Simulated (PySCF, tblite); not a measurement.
**C₅H₈N₂Si: geometry, infrared bands and NMR shifts**

What infrared bands and NMR shifts should C₅H₈N₂Si (`C=Cc1cnn([SiH3])c1`) show?

Computed with tblite 0.8.0 and PySCF 2.14.0, with density-fitted response routines of our own, on a single molecule in the gas phase. Atoms count from 0, in the outputs and in this text.

### Step 1. Starting geometry

16 atoms, charge 0, multiplicity 1; geometry from: force field or distance geometry start.

Bonds of the start (Å): C0–C1 1.33, C1–C2 1.44, C2–C3 1.40, C3–N4 1.34, N4–N5 1.35, N5–Si6 1.78, N5–C7 1.37, C7–C2 1.38, C0–H8 1.08, C0–H9 1.10, C1–H10 1.09, C3–H11 1.09, Si6–H12 1.48, Si6–H13 1.49, Si6–H14 1.49, C7–H15 1.08.

### Step 2. Geometry optimisation with GFN2-xTB

What the job is given:

```
{"job": {"kind": "relax", "xc": "GFN2-xTB", "basis": "xTB"}, "charge": 0, "multiplicity": 1}
C     -2.813800     1.024400     0.441400
C     -2.246000     0.000500    -0.195200
C     -0.845700    -0.329600    -0.165300
C     -0.217700    -1.396000    -0.827800
N      1.100500    -1.426600    -0.594000
N      1.305200    -0.353700     0.192000
Si     2.918300     0.098100     0.792100
C      0.168100     0.343200     0.485900
H     -2.257400     1.732300     1.044000
H     -3.898000     1.183100     0.368600
H     -2.890300    -0.663500    -0.767200
H     -0.658800    -2.176400    -1.440200
H      3.845100     0.407900    -0.314500
H      2.824600     1.318200     1.641600
H      3.498900    -0.975500     1.643900
H      0.159400     1.222600     1.119400
```

Started as:

```bash
OMP_NUM_THREADS=1 python probes_run.py task.json out
```

This one command runs all jobs of the session in turn.

**Question.** This job is followed by: GFN2-xTB harmonic vibrations, gas phase; GIAO PBE0/pcSseg-1 NMR shielding, non-relativistic, gas phase. What will the session give for the following? strongest single infrared mode (GFN2-xTB); zero-point energy (GFN2-xTB); 13C shifts against TMS (PBE0/pcSseg-1); 1H shifts against TMS (PBE0/pcSseg-1, means over atoms taken as alike); 15N shifts against NH3 (PBE0/pcSseg-1); 29Si shifts against TMS (PBE0/pcSseg-1).

**Answer**, as computed:

```
                                                              quantity                                   value
                             strongest single infrared mode (GFN2-xTB)                    788 cm⁻¹, 480 km/mol
                                          zero-point energy (GFN2-xTB)                           72.0 kcal/mol
                                13C shifts against TMS (PBE0/pcSseg-1)   150.1, 136.4, 135.1, 128.3, 116.8 ppm
1H shifts against TMS (PBE0/pcSseg-1, means over atoms taken as alike)  7.93, 7.79, 6.79, 5.90, 5.40, 5.15 ppm
                                15N shifts against NH3 (PBE0/pcSseg-1)                        355.6, 223.7 ppm
                               29Si shifts against TMS (PBE0/pcSseg-1)                               -50.1 ppm
```

**Reading.** Over 43 steps the energy fell by 0.202 eV; of the close pairs, C3–N4 changed most, 1.339 to 1.309 Å. All 42 modes are real, so the xTB geometry is a minimum. The strongest single mode, at 788 cm⁻¹, has its largest shares on H14, H12 and H13 (the list is cut at 3 atoms). Unscaled tight-binding wavenumbers are off by several per cent, some by more. Its intensities can rank the bands wrongly. At PBE0/pcSseg-1: Shielding is most anisotropic at N4 (span 494 ppm, paramagnetic term -411 ppm). NICS(1)zz of -29 ppm above the planar ring from C2 marks a diatropic (aromatic) ring current.
